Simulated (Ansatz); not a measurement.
## Ta₂N, space group P-3m1: a relaxation of cell and ions, step by step

Computed with the Ansatz DFT code, driven from Python.

The cells in order, each with its output:

In [1]:
```python
from dataclasses import dataclass
import json

import ansatz as az
from ase import Atoms
from ase.io import write
from ase.neighborlist import neighbor_list
import matplotlib.pyplot as plt
import numpy as np
```

In [2]:
```python
@dataclass
class Settings:
    xc: str = "PBEsol"
    vdw: str = "d4"
    cutoff: int = 630
    mesh: tuple[int, ...] = (5, 5, 3)
    n_empty: int = 4
    fmax: float = 0.001
```

In [3]:
```python
settings = Settings()
```

In [4]:
```python
def edges_and_angles(cell):
    cell = np.asarray(cell)
    a, b, c = np.linalg.norm(cell, axis=1)
    cosines = cell[1] @ cell[2] / (b * c), cell[0] @ cell[2] / (a * c), cell[0] @ cell[1] / (a * b)
    return (a, b, c, *np.degrees(np.arccos(cosines)))
```

In [5]:
```python
atoms = Atoms(
    ["Ta", "Ta", "N"],
    scaled_positions=[
        (2 / 3, 1 / 3, 0.745289),
        (1 / 3, 2 / 3, 0.254711),
        (0.0, 0.0, 0.0),
    ],
    cell=[
        (3.112862, 0.0, 0.0),
        (-1.556431, 2.695817, 0.0),
        (0.0, 0.0, 4.869841),
    ],
    pbc=True,
)
ta2n = az.Crystal.from_ase(atoms)
```

In [6]:
```python
# edges free, angles fixed
calc = (
    ta2n.calculation()
    .functional(settings.xc, dispersion=settings.vdw)
    .basis(settings.cutoff, density_ratio=4)
    .kpoints(*settings.mesh)
    .occupations(az.OccupationsMethod.FERMI_DIRAC)
    .scf(extra_bands=settings.n_empty)
    .relax(force_tolerance=settings.fmax, max_displacement=0.1, fix_cell=["angles"])
    .density()
)
result = calc.run(threads=1, pin="off", events_out="ta2n.ndjson")
with open("ta2n.ndjson") as stream:
    events = [json.loads(line) for line in stream]
steps = [e["data"] for e in events if e["event"] == "relax_step"]
data = result.report
```
```text
DeckWarning: crystal.symmetry: narrowed to the stabiliser of the fixed cell quantities (relax.cell.fix) — unitary ops 12 → 4. The narrowing is safe, since a smaller group never makes results wrong: the run goes on under it, on as many k-points as the starting group would need, or more. Excluded: 8 operations that would move a fixed cell quantity at a test strain (relax.cell.fix fixes alpha, beta, gamma). The cell can leave their symmetry as it relaxes.
```

In [7]:
```python
data["n_kpoints"], data["n_symmetry_ops"], data["n_pw"]
```
Out [7]:
```text
(24, 4, 1423)
```

In [8]:
```python
print("step   energy (eV)     max comp. (eV/A)   P (GPa)  SCF")
for s in steps:
    print(f"{s['step']:4d} {s['lagrangian_ev']:15.5f} {s['allowed_force_max_ev_ang']:12.4f} {s['pressure_gpa']:10.3f} {s['n_scf']:5d}")
```
```text
step   energy (eV)     max comp. (eV/A)   P (GPa)  SCF
   1    -19994.73982       0.8026    -10.775     6
   2    -19994.73865       0.2605     12.414     6
   3    -19994.80348       0.0624     -0.951     9
   4    -19994.80647       0.0757     -0.250     5
   5    -19994.80859       0.1215      0.917     6
   6    -19994.81033       0.0407      0.101     6
   7    -19994.81060       0.0002     -0.010     6
   8    -19994.81054       0.0002     -0.011     8
```

In [9]:
```python
first, last = steps[0], steps[-1]
symbols = [site.symbol for site in result.lattice.sites]
print(f"energy gained {first['lagrangian_ev'] - last['lagrangian_ev']:.4f} eV in {len(steps) - 1} steps")
for label, vectors in (("before", first["cell_ang"]), ("after", result.lattice.cell_ang)):
    print(label, "a b c (A) {:.4f} {:.4f} {:.4f}  angles {:.2f} {:.2f} {:.2f}".format(*edges_and_angles(vectors)), f" V = {abs(np.linalg.det(vectors)):.3f} A^3")
print("final stress xx yy zz (GPa, compression positive):", np.round(np.diag(data["stress_gpa"]), 3) + 0.0)
```
```text
energy gained 0.0707 eV in 7 steps
before a b c (A) 3.1129 3.1129 4.8698  angles 90.00 90.00 120.00  V = 40.866 A^3
after a b c (A) 3.0884 3.0884 4.7861  angles 90.00 90.00 120.00  V = 39.534 A^3
final stress xx yy zz (GPa, compression positive): [-0.019 -0.019  0.004]
```

In [10]:
```python
relaxed = Atoms(symbols, positions=[site.position_ang for site in result.lattice.sites], cell=result.lattice.cell_ang, pbc=True)
write("relaxed.vasp", relaxed, format="vasp")
```

In [11]:
```python
change = np.array(last["positions_ang"]) @ np.linalg.inv(last["cell_ang"]) - np.array(first["positions_ang"]) @ np.linalg.inv(first["cell_ang"])
moved = np.linalg.norm(change @ np.array(last["cell_ang"]), axis=1)
print("displacement within the cell, strain taken out (A):", " ".join(f"{s}:{d:.3f}" for s, d in zip(symbols, moved)))
```
```text
displacement within the cell, strain taken out (A): Ta:0.028 Ta:0.028 N:0.000
```

In [12]:
```python
final = Atoms(symbols, positions=last["positions_ang"], cell=result.lattice.cell_ang, pbc=True)
i, j, d = neighbor_list("ijd", final, 4.5)
print("neighbours within 1.15 times the shortest distance of each atom (A)")
for atom in range(len(final)):
    near = [m for m in np.argsort(d) if i[m] == atom]
    shell = [m for m in near if d[m] < 1.15 * d[near[0]]]
    print(f"{symbols[atom]}{atom} ({len(shell)}):", ", ".join(f"{symbols[j[m]]} {d[m]:.3f}" for m in shell))

print(f"free energy      {data['free_energy_ev']:.5f} eV")
print(f"per atom         {data['free_energy_ev'] / len(result.lattice.sites):.5f} eV")
print(f"SCF iterations   {data['n_iterations']}  (converged: {data['converged']})")
```
```text
neighbours within 1.15 times the shortest distance of each atom (A)
Ta0 (3): N 2.144, N 2.144, N 2.144
Ta1 (3): N 2.144, N 2.144, N 2.144
N2 (6): Ta 2.144, Ta 2.144, Ta 2.144, Ta 2.144, Ta 2.144, Ta 2.144
free energy      -19994.81054 eV
per atom         -6664.93685 eV
SCF iterations   8  (converged: True)
```

In [13]:
```python
field = sum(channel.density_e_per_ang3 for channel in result.density().channels[:2])
fig, ax = plt.subplots(figsize=(4, 3.4))
shown = ax.imshow(np.log10(np.clip(field[:, :, 0].T, 1e-3, None)), origin="lower", extent=(0, 1, 0, 1))
fig.colorbar(shown, label="log10 density (e/A^3)")
ax.set(xlabel="fraction of grid vector 1", ylabel="fraction of grid vector 2")
fig.savefig("density_plane.png", dpi=100)
print(f"plane through the origin: {field[:, :, 0].min():.4f} to {field[:, :, 0].max():.4f} e/A^3")
```
```text
plane through the origin: 0.2753 to 3.5971 e/A^3
```

File `relaxed.vasp` afterwards:
```text
Ta N
 1.0000000000000000
     3.0883910362244120   -0.0000000000000000    0.0000000000000000
    -1.5441955181122060    2.6746250941904868    0.0000000000000000
     0.0000000000000000    0.0000000000000000    4.7860596561688231
 Ta  N
   2   1
Cartesian
  1.5441955383823409  0.8915416863605276  3.5947447300896100
 -0.0000000202701351  1.7830834078299591  1.1913149260792140
 -0.0000000000000000  0.0000000000000000 -0.0000000000000000
```

These settings explore the input space; cutoff and mesh may be short of convergence. No spin polarisation was allowed. Dispersion corrections can be off by several per cent in the lattices of metals, and by several GPa in the pressure at a fixed cell. For a metal this k-point mesh is coarse: on a finer one energies can move by several to tens of meV an atom and pressures by half a GPa or more, differences at one mesh by less. Energies along a relaxation are free energies. Rows at an unchanged volume are solved on a plane-wave basis chosen afresh for that cell, so the energy jumps there and such rows are no steps of the walk. Spin-orbit coupling, which matters for elements this heavy, is left out. Grid values close to the nuclei reflect the PAW or pseudopotential construction, not the all-electron fields. This cell is a computed structure, which may not be the phase found in nature. Warnings are shown shortened and without file and line. Hardware and time: 20 s on 1 thread of Arm Neoverse V1 (shared host), peak memory 0.5 GiB.

(Lines on the test bed's own set-up are left out of the output.)
